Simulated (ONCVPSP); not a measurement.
**Hg: generating and testing an ONCV potential**

Task: generate the file, and judge it by its errors in other configurations, its logarithmic derivatives, its ghosts and its cutoff.

Program: ONCVPSP 4.0.1. Reference atom: PBE, scalar-relativistic, spherical and spin-unpolarised. All values are calculated.

## 1. The design

The settings as typed:

```json
{"element": "mercury (Hg, Z = 80)", "type": "optimised norm-conserving Vanderbilt (ONCV)", "frozen core": "[Kr] 4d10", "valence charge": "34", "reference configuration": "4f14 5s2 5p6 5d9 (charge +3)", "partial waves": "5s: rc 1.00 bohr, ncon 4, nbas 9, qcut 7.2 1/bohr, 2 projectors, debl 0.7 Ha; 5p: rc 1.65 bohr, ncon 4, nbas 8, qcut 8.7 1/bohr, 1 projector; 5d: rc 2.00 bohr, ncon 3, nbas 7, qcut 9 1/bohr, 3 projectors, debl 3.1 Ha; 4f: rc 0.60 bohr, ncon 3, nbas 8, qcut 27.5 1/bohr, 2 projectors, debl 0.8 Ha", "local potential": "polynomial inside 0.40 bohr (lpopt 5, dvloc0 -1 Ha)", "core correction": "Teter function, fcfact 4.25, rcfact 1.25"}
```

The outer shells as boxes (Hund's rule for the drawing; the calculation is spin-unpolarised):

```
[Kr] core
4d [↑↓][↑↓][↑↓][↑↓][↑↓]
4f [↑↓][↑↓][↑↓][↑↓][↑↓][↑↓][↑↓]
5s [↑↓]
5p [↑↓][↑↓][↑↓]
5d [↑↓][↑↓][↑↓][↑↓][↑ ]
```

An earlier all-electron run gives the scale for the radii.

All-electron outer shells of the reference configuration (PBE, scalar-relativistic, ld1.x):

```
shell  level (eV)  outermost node (bohr)  outermost maximum (bohr)
   5s     -152.43                   0.47                      0.82
   4f     -130.35                      –                      0.37
   5p     -100.55                   0.50                      0.93
   5d      -42.48                   0.55                      1.14
   6s      -34.15                   1.07                      2.00
   6p      -24.09                   1.24                      2.44
```

## 2. Generating the potential

Input file Hg.dat:

```
# ATOM AND REFERENCE CONFIGURATION
# atsym  z   nc   nv     iexc    psfile
  Hg 80.00    9    4        4      upf
#
#   n    l    f
    1    0    2.00
    2    0    2.00
    2    1    6.00
    3    0    2.00
    3    1    6.00
    3    2   10.00
    4    0    2.00
    4    1    6.00
    4    2   10.00
    4    3   14.00
    5    0    2.00
    5    1    6.00
    5    2    9.00
#
# PSEUDOPOTENTIAL AND OPTIMIZATION
# lmax
    3
#
#   l,   rc,      ep,       ncon, nbas, qcut
    0    1.00    0.00    4    9    7.20
    1    1.65    0.00    4    8    8.70
    2    2.00    0.00    3    7    9.00
    3    0.60    0.00    3    8   27.50
#
# LOCAL POTENTIAL
# lloc, lpopt,  rc(5),   dvloc0
    4    5    0.40   -1.00
#
# VANDERBILT-KLEINMAN-BYLANDER PROJECTORs
# l, nproj, debl
    0    2    0.70
    1    1    2.90
    2    3    3.10
    3    2    0.80
#
# MODEL CORE CHARGE
# icmod, fcfact, rcfact
    3    4.25    1.25
#
# LOG DERIVATIVE ANALYSIS
# epsh1, epsh2, depsh
   -7.00    5.00    0.04
#
# OUTPUT GRID
# rlmax, drl
    6.00    0.01
#
# TEST CONFIGURATIONS
# ncnf
    4
# nvcnf
#   n    l    f
    5
    4    3   14.00
    5    0    2.00
    5    1    6.00
    5    2   10.00
    6    0    2.00
#
    5
    4    3   14.00
    5    0    2.00
    5    1    6.00
    5    2   10.00
    6    0    1.00
#
    4
    4    3   14.00
    5    0    2.00
    5    1    6.00
    5    2   10.00
#
    4
    4    3   14.00
    5    0    2.00
    5    1    6.00
    5    2    8.00
#
```

The run is started by

```bash
$ oncvpsp.x < Hg.dat > Hg.out
```

Q: Predict the outcome of this session. Wanted: cutoffs for 1 and 0.1 mHa per electron, occupied waves; bound ghosts; GHOST(+) flags; largest test error; largest phase difference near zero energy, channels read; rms error of d²Exc/dn², without and with the model core; projector energies reset by the program.

As calculated:

| quantity | value |
| --- | --- |
| cutoffs for 1 and 0.1 mHa per electron, occupied waves | 331 Ha and 359 Ha |
| bound ghosts | s at -2325.26 eV, p at -1272.91 eV, d at -112.45 eV |
| GHOST(+) flags | s at 12 eV |
| largest test error (AE − PS) | +21 meV, for 4f14 5s2 5p6 5d10 6s2 |
| largest phase difference near zero energy, channels read | 1.183 rad |
| rms error of d²Exc/dn², without and with the model core | 7.56 and 3.71 mHa |
| projector energies reset by the program | s: -5.602, 0.250 Ha; f: -4.790, 0.250 Ha |

It has a bound ghost (s, p, d), a state that the atom doesn't have, and that rules the file out. By total energies transferability is good: the largest error is 21 meV on 65.2 eV, for 4f14 5s2 5p6 5d10 6s2. Atomic tests can pass in spite of a ghost, since they solve only for the levels asked. It counts as very hard, with 331 Ha needed at the looser tolerance. At the looser tolerance the 4f wave is the slowest; 5s needs 209 Ha. Of the channels read, p scatters worst near zero energy, by up to 1.18 rad. The pseudo curves have poles with no partner nearby in the atom's: s at 0.44 Ha, d at -4.12 Ha. At positive energy that is a spurious or a displaced resonance. The program also flags highly localised states, GHOST(+) (s). All of this concerns the isolated atom, not yet a solid.
